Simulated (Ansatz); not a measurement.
# C: the cost of one run

Computed with Ansatz 0.2.0 (DFT r2SCAN, scalar-relativistic, plane waves, PAW, unless a step's input says otherwise).

A COD entry behind a cell of this session may itself be a prediction, so a difference from it is no test against experiment.

1 further run of the same task is left out (set aside as unsound or not needed).

### Step 1. The system as given

Symmetry: P6_3/mmc, No. 194, hexagonal system. Conventional cell: a = 2.510 Å, b = 2.510 Å, c = 8.280 Å, α = 90.00°, β = 90.00°, γ = 120.00°. C (site symmetry 3m) has 4 C at 1.54 Å in its first shell of neighbours. C (site symmetry 3m) has 4 C at 1.54 to 1.57 Å in its first shell of neighbours.

As a file:

```cif
data_structure
_symmetry_space_group_name_H-M 'P6_3/mmc'
_symmetry_Int_Tables_number 194
_cell_length_a 2.5098
_cell_length_b 2.5098
_cell_length_c 8.2803
_cell_angle_alpha 90.000
_cell_angle_beta 90.000
_cell_angle_gamma 120.000
_cell_volume 45.17
loop_
_atom_site_label
_atom_site_type_symbol
_atom_site_symmetry_multiplicity
_atom_site_Wyckoff_symbol
_atom_site_fract_x
_atom_site_fract_y
_atom_site_fract_z
_atom_site_occupancy
C1 C 4 e 0.00000 0.00000 0.09293 1
C2 C 4 f 0.33333 0.66667 0.15550 1
```

It is the result of an earlier relaxation at this level (volume 5.65 Å³/atom; gap on the mesh: 4.80 eV).

### Step 2. Zero of energy

Reference values: F = -2012.3620 eV; pressure 0.00 GPa; largest force 0.002 eV/Å; gap on the mesh 4.80 eV. It was computed beforehand with the settings of the runs below.

### Step 3. Zone-centre phonons by finite displacements

The input, input.yaml:

```yaml
crystal:
  lattice:
    - [2.5098396887, 0.0, 0.0]
    - [-1.2549198443, 2.1735849299, 0.0]
    - [0.0, 0.0, 8.28032461]
  atoms:
    - { symbol: C, position: [0.0, 0.0, 0.0929334768] }
    - { symbol: C, position: [0.0, 0.0, 0.5929334768] }
    - { symbol: C, position: [0.0, 0.0, 0.4070665232] }
    - { symbol: C, position: [0.0, 0.0, 0.9070665232] }
    - { symbol: C, position: [0.3333333333, 0.6666666667, 0.1554962101] }
    - { symbol: C, position: [0.6666666667, 0.3333333333, 0.6554962101] }
    - { symbol: C, position: [0.3333333333, 0.6666666667, 0.3445037899] }
    - { symbol: C, position: [0.6666666667, 0.3333333333, 0.8445037899] }
basis:
  ecutwfc: 500
kpoints:
  mp_grid: { grid: [12, 12, 4] }
hamiltonian:
  xc: r2scan
scf:
  occupations: { method: gaussian, width: 0.05 }
output:
  eigenvalues: true
phonons:
  method: fd
  supercell: [1, 1, 1]
  amplitude: 0.02
  eigenvectors: true
  dielectric: false
```

Run with:

```sh
> ansatz run input.yaml --threads 2 --pin off --max-ram 5120MiB --backend cpu --events-out ev --progress --plain --runs-dir out
```

Q: Estimate wall time and peak memory on 2 threads of AMD EPYC 7R32 (Zen 2), shared host.

About 59 s, with a peak of 0.75 GiB.
